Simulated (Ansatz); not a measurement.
# ClH4NSSi: two geometries relaxed

Method: RKS PBE0-D4/6-31G, in Ansatz 0.2.0.

## 1. Starting point

Bond lengths: N1–Si2 1.708 Å, Si2–S3 2.154 Å, Si2–Cl4 2.015 Å, N1–H5 1.006 Å, N1–H6 1.006 Å, Si2–H7 1.457 Å, S3–H8 1.323 Å. Angles: N1–Si2–S3 103.1°, N1–Si2–Cl4 108.2°, N1–Si2–H7 117.7°, S3–Si2–Cl4 112.7°, S3–Si2–H7 107.5°, Cl4–Si2–H7 107.7°, Si2–N1–H5 121.5°, Si2–N1–H6 120.3°, H5–N1–H6 111.6°, Si2–S3–H8 96.5°.

As a file:

```xyz
8

N    -0.5823    1.2844    0.0133
Si    0.3155   -0.1367   -0.2872
S    -0.0443   -1.3216    1.4750
Cl   -0.4064   -0.9951   -1.9609
H    -0.6738    2.0058   -0.6819
H    -0.6450    1.6582    0.9449
H     1.7589   -0.0075   -0.4424
H     0.2774   -2.4875    0.9392
```

## 2. Relaxing end A

input.yaml

```yaml
crystal:
  periodic: [false, false, false]
  atoms:
    - { symbol: "N", position_ang: [-0.58229, 1.28438, 0.01334] }
    - { symbol: Si, position_ang: [0.31545, -0.13673, -0.28722] }
    - { symbol: S, position_ang: [-0.04429, -1.32156, 1.47502] }
    - { symbol: Cl, position_ang: [-0.40644, -0.99509, -1.96089] }
    - { symbol: H, position_ang: [-0.67377, 2.00579, -0.68192] }
    - { symbol: H, position_ang: [-0.64495, 1.65817, 0.94492] }
    - { symbol: H, position_ang: [1.75887, -0.00746, -0.44244] }
    - { symbol: H, position_ang: [0.27742, -2.4875, 0.93918] }
basis:
  gaussian: { orbitals: "6-31G" }
hamiltonian:
  xc: pbe0
  dispersion: d4
relax:
  f_tol: 0.015
  max_steps: 40
output:
  orbitals: {}
```

The run is started by

```bash
$ ansatz run input.yaml --threads 1 --pin off --max-ram 2048MiB --backend cpu --events-out ev --progress --plain --runs-dir out
```

Q: Estimate wall time and peak memory on 1 thread of Arm Neoverse V1, shared host.

About 52 s, with a peak of 0.15 GiB.
